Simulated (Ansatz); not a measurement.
Be4CuSi, space group F-43m, a run that restarts from a saved state

Computed with the Ansatz DFT code, driven from Python.

Interactive session:
```pycon
>>> import warnings
>>> import ansatz as az
>>> warnings.simplefilter('ignore', az.DeckWarning)
>>> crystal = (
...     az.Lattice.of((0.0, 3.059272, 3.059272), (3.059272, 0.0, 3.059272), (3.059272, 3.059272, 0.0))
...     .atom('Be', (0.37498133, 0.37498133, 0.37498133))
...     .atom('Be', (0.875056, 0.37498133, 0.37498133))
...     .atom('Be', (0.37498133, 0.37498133, 0.875056))
...     .atom('Be', (0.37498133, 0.875056, 0.37498133))
...     .atom('Si', (0.0, 0.0, 0.0))
...     .atom('Cu', (0.75, 0.75, 0.75))
... )
>>> len(crystal.resolved().sites)
6
>>> calc = (
...     crystal.calculation()
...     .pseudopotentials('paw')
...     .basis(16 * az.Ha)
...     .functional('pbesol')
...     .occupations('fermi_dirac', width=0.05)
... )
>>> coarse = calc.kpoints(*(3, 3, 3)).checkpoint(write='ground.run').run(threads=1).report

>>> warm = calc.kpoints(*(6, 6, 6)).checkpoint(read='ground.run').run(threads=1).report
>>> cold = calc.kpoints(*(6, 6, 6)).run(threads=1).report
>>> for label, data in (('coarse', coarse), ('fine, from the saved density', warm), ('fine, fresh start', cold)):
...     print(f'{label:30s} F = {data["free_energy_ev"]:.5f} eV  iterations {data["n_iterations"]}')
...
coarse                         F = -7571.00174 eV  iterations 6
fine, from the saved density   F = -7571.15177 eV  iterations 6
fine, fresh start              F = -7571.15177 eV  iterations 6
```

Reading the output:
- Total energies depend on the potentials; only differences at equal settings carry meaning. A total without «per atom» is that of the cell as typed.
- The mesh is modest for a metal, so energies can be off by several to tens of meV an atom and pressures by half a GPa or more; differences at equal mesh fare better.
- This cell is a computed structure, which may not be the phase found in nature.
- Finished in 5.7 s on 1 thread of Arm Neoverse V1, on a shared host, peak memory 0.39 GiB.

(Lines on the test bed's own set-up are left out of the output.)
